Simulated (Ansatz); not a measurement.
# TiMo5W2O16: the cost of one run

All numbers below are computed with Ansatz 0.2.0 (DFT r2SCAN, scalar-relativistic, plane waves, PAW).

## (1) The structure to begin with

The cell holds 24 atoms (Mo5O16TiW2): a = 6.720 Å, b = 6.720 Å, c = 7.793 Å, α = 115.54°, β = 115.54°, γ = 90.00°.

The sites of an ideal rutile lattice, at a guessed lattice constant, take 1 Ti, 2 W, 5 Mo; 16 O (sublattices apart by semicolons), with a shake of 0.02 Å. Warren-Cowley parameters of the first shell (negative: unlike neighbours preferred): Mo-Ti +1.00, Mo-W +0.20, Ti-W -3.00. In a cell this small the draw can fall short of the order aimed at.

As a file:

```
CELL_PARAMETERS angstrom
4.75145 -4.75145 0.00000
-4.75145 -4.75145 0.00000
0.00000 4.75145 -6.17688
ATOMIC_POSITIONS crystal
O 0.75008 0.44204 0.49542
O 0.50244 0.19848 0.00586
O 0.25389 0.94057 0.50238
O 0.99999 0.69690 0.00294
O 0.74910 0.06295 0.50391
O 0.50203 0.80294 0.00438
O 0.25042 0.55898 0.50173
O 0.00246 0.30989 0.00531
O 0.93559 0.12796 0.25360
O 0.67869 0.86900 0.74412
O 0.42911 0.62301 0.24898
O 0.17801 0.37992 0.74820
O 0.31809 0.12229 0.24813
O 0.07512 0.87086 0.75165
O 0.82208 0.62248 0.25168
O 0.57029 0.37876 0.75541
Ti 0.62214 0.12581 0.24923
Mo 0.75318 0.75315 0.50498
Mo 0.49374 0.50180 0.99552
Mo 0.25211 0.25304 0.50574
Mo 0.00311 0.00009 0.99922
Mo 0.12640 0.62517 0.24857
W 0.37589 0.87648 0.74426
W 0.87375 0.37522 0.74874
```

## (2) Relaxation without symmetry, coarse mesh

A cheap relaxation: coarse mesh, no symmetry, loose thresholds.

input.yaml

```yaml
crystal:
  lattice:
    - [4.75144911, -4.75144911, 0.0]
    - [-4.75144911, -4.75144911, 0.0]
    - [0.0, 4.75144911, -6.17688384]
  atoms:
    - { symbol: O, position: [0.75007545, 0.4420364019, 0.495415791] }
    - { symbol: O, position: [0.5024393572, 0.1984804248, 0.005858658] }
    - { symbol: O, position: [0.253888339, 0.9405710689, 0.5023842604] }
    - { symbol: O, position: [0.9999949611, 0.6968982708, 0.0029410524] }
    - { symbol: O, position: [0.7490972113, 0.0629460921, 0.5039103044] }
    - { symbol: O, position: [0.5020347116, 0.8029370432, 0.0043846167] }
    - { symbol: O, position: [0.2504220185, 0.5589769929, 0.5017339179] }
    - { symbol: O, position: [0.0024563142, 0.3098943957, 0.0053141424] }
    - { symbol: O, position: [0.9355932709, 0.1279619805, 0.2536030217] }
    - { symbol: O, position: [0.6786865228, 0.8690033305, 0.7441193374] }
    - { symbol: O, position: [0.4291128758, 0.6230083641, 0.248982258] }
    - { symbol: O, position: [0.1780074134, 0.3799169254, 0.7482016659] }
    - { symbol: O, position: [0.3180919256, 0.1222920562, 0.2481272357] }
    - { symbol: O, position: [0.0751176972, 0.870857723, 0.7516489422] }
    - { symbol: O, position: [0.8220779859, 0.6224762034, 0.2516790783] }
    - { symbol: O, position: [0.5702878408, 0.3787566082, 0.7554063699] }
    - { symbol: Ti, position: [0.6221449409, 0.1258052681, 0.2492347787] }
    - { symbol: Mo, position: [0.7531814088, 0.7531504086, 0.5049820982] }
    - { symbol: Mo, position: [0.4937353672, 0.5018035129, 0.9955194898] }
    - { symbol: Mo, position: [0.2521126117, 0.2530414986, 0.5057437703] }
    - { symbol: Mo, position: [0.0031098065, 8.84843e-05, 0.9992194847] }
    - { symbol: Mo, position: [0.1264024614, 0.6251676165, 0.2485689383] }
    - { symbol: W, position: [0.3758882621, 0.8764783306, 0.7442589121] }
    - { symbol: W, position: [0.8737482931, 0.3752185457, 0.7487397847] }
  symmetry: { detect: false }
basis:
  ecutwfc: 500
kpoints:
  mp_grid: { grid: [2, 2, 2], shift: [0.5, 0.5, 0.5] }
hamiltonian:
  xc: r2scan
scf:
  occupations: { method: gaussian, width: 0.1 }
  lower_state_search: "off"
output:
  forces: true
  stress: true
  eigenvalues: true
relax:
  adjacent_minimum: "off"
  f_tol: 0.04
  max_steps: 50
  cell: { stress_tol: 0.3 }
```

Command:

```bash
$ ansatz run input.yaml --threads 4 --pin off --max-ram 9216MiB --backend cpu --events-out ev --progress --plain --runs-dir out
```

**Question.** How long does this run take on 4 threads of Intel Xeon 6975P-C (Granite Rapids), shared host, and how much memory does it need?

About 1.7 min, with a peak of 1.6 GiB.
